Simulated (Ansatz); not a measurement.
# Zn3In2Au3: the cost of one run

Method: DFT PBEsol, scalar-relativistic, plane waves, PAW, in Ansatz 0.2.0.

### Step 1. The system as given

The cell holds 16 atoms (Au6In4Zn6): a = 6.762 Å, b = 6.762 Å, c = 6.762 Å, α = 90.00°, β = 90.00°, γ = 90.00°.

The sites of an ideal bcc lattice, at a guessed lattice constant, take 6 Au, 4 In, 6 Zn (sublattices apart by semicolons), with a shake of 0.02 Å. Warren-Cowley parameters of the first shell (negative: unlike neighbours preferred): Au-In +0.00, Au-Zn +0.00, In-Zn +0.00. In a cell this small the draw can fall short of the order aimed at.

Coordinates:

```
Zn In Au
1.0
     6.76207    0.00000    0.00000
     0.00000    6.76207    0.00000
     0.00000    0.00000    6.76207
Zn In Au
6 4 6
Direct
  0.00059 0.00213 0.49452
  0.49671 0.00372 0.49718
  0.74792 0.25017 0.25418
  0.00499 0.50234 0.49770
  0.75012 0.74457 0.25762
  0.25071 0.75025 0.75538
  0.49780 0.49790 0.99856
  0.49989 0.50192 0.50170
  0.75135 0.25019 0.74983
  0.74982 0.74984 0.74768
  0.00052 0.99869 0.00162
  0.49818 0.99995 0.00292
  0.00021 0.49978 0.00042
  0.24768 0.24653 0.25282
  0.25605 0.75353 0.25177
  0.24784 0.24808 0.74355
```

### Step 2. Relaxation without symmetry, coarse mesh

A cheap relaxation: coarse mesh, no symmetry, loose thresholds.

input.yaml

```yaml
crystal:
  lattice:
    - [6.7620726, 0.0, 0.0]
    - [0.0, 6.7620726, 0.0]
    - [0.0, 0.0, 6.7620726]
  atoms:
    - { symbol: Zn, position: [0.0005930625, 0.0021274798, 0.4945195756] }
    - { symbol: Zn, position: [0.4967119822, 0.0037206848, 0.4971787151] }
    - { symbol: Zn, position: [0.7479226266, 0.2501685645, 0.2541775191] }
    - { symbol: Zn, position: [0.0049918869, 0.5023402395, 0.4976965648] }
    - { symbol: Zn, position: [0.750119903, 0.7445725792, 0.2576238788] }
    - { symbol: Zn, position: [0.2507143347, 0.7502463516, 0.755384646] }
    - { symbol: In, position: [0.4977957307, 0.4979038027, 0.9985595816] }
    - { symbol: In, position: [0.4998901555, 0.5019159984, 0.5016996615] }
    - { symbol: In, position: [0.7513451975, 0.2501857914, 0.7498290453] }
    - { symbol: In, position: [0.749818201, 0.7498355245, 0.747681709] }
    - { symbol: Au, position: [0.0005151289, 0.9986921686, 0.0016243528] }
    - { symbol: Au, position: [0.4981763101, 0.9999483635, 0.0029241887] }
    - { symbol: Au, position: [0.000205388, 0.4997846874, 0.000419191] }
    - { symbol: Au, position: [0.2476763015, 0.2465288992, 0.2528229827] }
    - { symbol: Au, position: [0.2560527586, 0.7535342713, 0.251773172] }
    - { symbol: Au, position: [0.2478366043, 0.248082896, 0.7435472739] }
  symmetry: { detect: false }
basis:
  ecutwfc: 420
kpoints:
  mp_grid: { grid: [2, 2, 2], shift: [0.5, 0.5, 0.5] }
hamiltonian:
  xc: pbesol
scf:
  occupations: { method: gaussian, width: 0.1 }
  lower_state_search: "off"
output:
  forces: true
  stress: true
  eigenvalues: true
relax:
  adjacent_minimum: "off"
  f_tol: 0.04
  max_steps: 50
  cell: { stress_tol: 0.3 }
```

Run with:

```bash
> ansatz run input.yaml --threads 4 --pin off --max-ram 9216MiB --backend cpu --events-out ev --progress --plain --runs-dir out
```

Q: Estimate wall time and peak memory on 4 threads of Arm Neoverse V1, shared host.

About 3.2 min, with a peak of 1.1 GiB.
